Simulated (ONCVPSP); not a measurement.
# An ONCV potential for hafnium, from input to tests

Aim: build the potential from the settings below, then test how well it stands in for the atom: other configurations, scattering, ghost states and the plane-wave cutoff that it needs.

Method: ONCVPSP 4.0.1, PBE, scalar-relativistic.

## 1. Starting point

Typed settings, in words:

```json
{
  "element": "hafnium (Hf, Z = 72)",
  "type": "optimised norm-conserving Vanderbilt (ONCV)",
  "frozen core": "[Kr] 4d10 4f14",
  "valence charge": "12",
  "reference configuration": "5s2 5p6 5d2 6s2",
  "partial waves": "5s+6s: rc 1.75 bohr, ncon 4, nbas 8, qcut 8.4 1/bohr, 2 projectors; 5p: rc 1.30 bohr, ncon 4, nbas 7, qcut 6 1/bohr, 2 projectors, debl 0.9 Ha; 5d: rc 3.30 bohr, ncon 3, nbas 8, qcut 5.7 1/bohr, 1 projector",
  "local potential": "polynomial inside 1.10 bohr (lpopt 2, dvloc0 4 Ha)",
  "core correction": "Teter function fitted to the true core (icmod 2), fcfact 0.6"
}
```

## 2. The generation run

The input, Hf.dat:

```
# ATOM AND REFERENCE CONFIGURATION
# atsym  z   nc   nv     iexc    psfile
  Hf 72.00   10    4        4      upf
#
#   n    l    f
    1    0    2.00
    2    0    2.00
    2    1    6.00
    3    0    2.00
    3    1    6.00
    3    2   10.00
    4    0    2.00
    4    1    6.00
    4    2   10.00
    4    3   14.00
    5    0    2.00
    5    1    6.00
    5    2    2.00
    6    0    2.00
#
# PSEUDOPOTENTIAL AND OPTIMIZATION
# lmax
    2
#
#   l,   rc,      ep,       ncon, nbas, qcut
    0    1.75    0.00    4    8    8.40
    1    1.30    0.00    4    7    6.00
    2    3.30    0.00    3    8    5.70
#
# LOCAL POTENTIAL
# lloc, lpopt,  rc(5),   dvloc0
    4    2    1.10    4.00
#
# VANDERBILT-KLEINMAN-BYLANDER PROJECTORs
# l, nproj, debl
    0    2    1.80
    1    2    0.90
    2    1    2.30
#
# MODEL CORE CHARGE
# icmod, fcfact, rcfact
    2    0.60    1.20
#
# LOG DERIVATIVE ANALYSIS
# epsh1, epsh2, depsh
   -4.00    5.00    0.02
#
# OUTPUT GRID
# rlmax, drl
    6.00    0.01
#
# TEST CONFIGURATIONS
# ncnf
    4
# nvcnf
#   n    l    f
    4
    5    0    2.00
    5    1    6.00
    5    2    2.00
    6    0    1.00
#
    4
    5    0    2.00
    5    1    6.00
    5    2    2.00
    6    0    0.00
#
    4
    5    0    2.00
    5    1    6.00
    5    2    1.00
    6    0    0.00
#
    5
    5    0    2.00
    5    1    6.00
    5    2    1.00
    6    0    2.00
    6    1    1.00
#
```

Run with:

```sh
$ oncvpsp.x < Hf.dat > Hf.out
```

What does the calculation give? Wanted: cutoffs for 1 and 0.1 mHa per electron, occupied waves; bound ghosts; GHOST(+) flags; largest test error; largest phase difference near zero energy, channels read; rms error of d²Exc/dn², without and with the model core; projector energies reset by the program.

The runs gave:

| quantity | value |
| --- | --- |
| cutoffs for 1 and 0.1 mHa per electron, occupied waves | 70 Ha and 87 Ha |
| bound ghosts | none found |
| GHOST(+) flags | none at low energy |
| largest test error (AE − PS) | +19 meV, for 5s2 5p6 5d1 6s2 6p1 (1 test unsolved) |
| largest phase difference near zero energy, channels read | 0.015 rad |
| rms error of d²Exc/dn², without and with the model core | 6.45 and 0.62 mHa |
| projector energies reset by the program | p: -1.307, 0.250 Ha |

**Reading.** By total energies transferability is good where solved: the largest error is 19 meV on 2.0 eV, for 5s2 5p6 5d1 6s2 6p1. Of the tests 1 gave no usable energy difference, which is a warning in itself. It counts as very hard, with 70 Ha needed at the looser tolerance. At the looser tolerance the 5p wave is the slowest; 5s needs 22 Ha. The program's ghost test flags no bound state. Near zero energy the phases of the channels with partial waves agree within 0.015 rad. Note that the frozen 4f shell (-17 eV) lies higher than the valence 5s shell (-67 eV).
